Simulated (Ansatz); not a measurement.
Ge2Sb2Te5:

```
Te Sb Ge
1.0
     4.29406    0.00000    0.00000
    -2.14703    3.71877    0.00000
     0.00000    0.00000   17.10135
Te Sb Ge
5 2 2
Cartesian
  2.1470 1.2396 7.1807
  0.0000 2.4792 9.9206
  0.0000 2.4792 3.4466
  2.1470 1.2396 13.6547
  0.0000 0.0000 0.0000
  0.0000 0.0000 5.4736
  0.0000 0.0000 11.6278
  2.1470 1.2396 1.7596
  0.0000 2.4792 15.3417
```

The cell comes from a database or a generator and needn't be the stable form of this composition.

Base run:

| Property | Result |
| --- | --- |
| Program | Ansatz 0.2.0 |
| Functional | r2SCAN |
| Potentials or basis | Ansatz PAW |
| Cutoff | 500 eV |
| Density cutoff | 2000 eV |
| k mesh | 7 × 7 × 2 |
| Occupations | fermi-dirac, width 0.05 eV |
| Spin | no spin polarisation |

Its results: band gap on the k mesh 0.22 eV, direct; pressure -0.5 GPa; largest force 0.266 eV/Å.

Problem. The run is repeated on the same cell with these changes: functional from r2SCAN to LDA; cutoff from 500 eV to 420 eV; density cutoff from 2000 eV to 1680 eV. What comes out?

Solution. Band gap on the k mesh 0.29 eV, direct; pressure -3.3 GPa; largest force 0.201 eV/Å.

Caveats: spin-orbit coupling is left out, which moves the levels of the heavy elements; the PAW data sets come from PBE, with cores solved anew for the run's functional, which leaves a small shift of forces and pressure.

Not every run made on this cell is shown here.
